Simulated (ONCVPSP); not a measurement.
**Pseudopotential generation for W: ONCV, PBE**

Aim: build the potential from the settings below, then test how well it stands in for the atom: other configurations, scattering, ghost states and the plane-wave cutoff that it needs.

Method: ONCVPSP 4.0.1.1 (patched build), PBE, scalar-relativistic.

## (1) Settings

The settings as typed:

- element: tungsten (W, Z = 74)
- type: optimised norm-conserving Vanderbilt (ONCV)
- frozen core: [Kr] 4d10
- valence charge: 28
- reference configuration: 4f14 5s2 5p6 5d4 6s0.5 (charge +1.5)
- partial waves: 5s+6s: rc 2.05 bohr, ncon 4, nbas 8, qcut 6 1/bohr, 2 projectors; 5p: rc 2.10 bohr, ncon 4, nbas 8, qcut 5.8 1/bohr, 1 projector; 5d: rc 2.35 bohr, ncon 4, nbas 9, qcut 7.6 1/bohr, 1 projector; 4f: rc 0.85 bohr, ncon 5, nbas 9, qcut 22.6 1/bohr, local
- local potential: the f channel
- core correction: Teter function, fcfact 2, rcfact 1.7

## (2) Generation

Contents of W.dat:

```
# ATOM AND REFERENCE CONFIGURATION
# atsym  z   nc   nv     iexc    psfile
  W 74.00    9    5        4      upf
#
#   n    l    f
    1    0    2.00
    2    0    2.00
    2    1    6.00
    3    0    2.00
    3    1    6.00
    3    2   10.00
    4    0    2.00
    4    1    6.00
    4    2   10.00
    4    3   14.00
    5    0    2.00
    5    1    6.00
    5    2    4.00
    6    0    0.50
#
# PSEUDOPOTENTIAL AND OPTIMIZATION
# lmax
    3
#
#   l,   rc,      ep,       ncon, nbas, qcut
    0    2.05    0.00    4    8    6.00
    1    2.10    0.00    4    8    5.80
    2    2.35    0.00    4    9    7.60
    3    0.85    0.00    5    9   22.60
#
# LOCAL POTENTIAL
# lloc, lpopt,  rc(5),   dvloc0
    3    5    0.85    0.00
#
# VANDERBILT-KLEINMAN-BYLANDER PROJECTORs
# l, nproj, debl
    0    2    1.60
    1    1    1.50
    2    1    1.50
    3    0    1.50
#
# MODEL CORE CHARGE
# icmod, fcfact, rcfact
    3    2.00    1.70
#
# LOG DERIVATIVE ANALYSIS
# epsh1, epsh2, depsh
   -5.00    5.00    0.04
#
# OUTPUT GRID
# rlmax, drl
    6.00    0.01
#
# TEST CONFIGURATIONS
# ncnf
    4
# nvcnf
#   n    l    f
    5
    4    3   14.00
    5    0    2.00
    5    1    6.00
    5    2    4.00
    6    0    2.00
#
    5
    4    3   14.00
    5    0    2.00
    5    1    6.00
    5    2    4.00
    6    0    1.00
#
    5
    4    3   14.00
    5    0    2.00
    5    1    6.00
    5    2    4.00
    6    0    0.00
#
    5
    4    3   14.00
    5    0    2.00
    5    1    6.00
    5    2    3.00
    6    0    2.00
#
```

Run with:

```console
oncvpsp.x < W.dat > W.out
```

**Question.** What will these runs give? Wanted: cutoffs for 1 and 0.1 mHa per electron, occupied waves; bound ghosts; GHOST(+) flags; largest test error; largest phase difference near zero energy, channels read; rms error of d²Exc/dn², without and with the model core.

**Answer**, as computed:

| quantity | value |
| --- | --- |
| cutoffs for 1 and 0.1 mHa per electron, occupied waves | 215 Ha and 234 Ha |
| bound ghosts | s at -1048.33 eV, p at -694.98 eV, d at -323.55 eV |
| GHOST(+) flags | s at 11 eV |
| largest test error (AE − PS) | -9.6 meV, for 4f14 5s2 5p6 5d3 6s2 |
| largest phase difference near zero energy, channels read | 0.475 rad |
| rms error of d²Exc/dn², without and with the model core | 5.53 and 3.73 mHa |

**Reading.** A bound ghost (s, p, d) makes it unfit for use: electrons can fall into a state that the atom doesn't have. The worst unpolarised test, 4f14 5s2 5p6 5d3 6s2, is off by 9.6 meV on 7.0 eV; by total energies transferability rates as good. Atomic tests can pass in spite of a ghost, since they solve only for the levels asked. It counts as very hard, with 215 Ha needed at the looser tolerance. At the looser tolerance the 4f wave is the slowest; 5d needs 15 Ha. Of the channels read, p scatters worst near zero energy, by up to 0.48 rad. The pseudo curves have a pole with no partner nearby in the atom's: s at 0.37 Ha. At positive energy that is a spurious or a displaced resonance. The program also flags highly localised states, GHOST(+) (s). These are tests on the free atom; a crystal test is still owed.
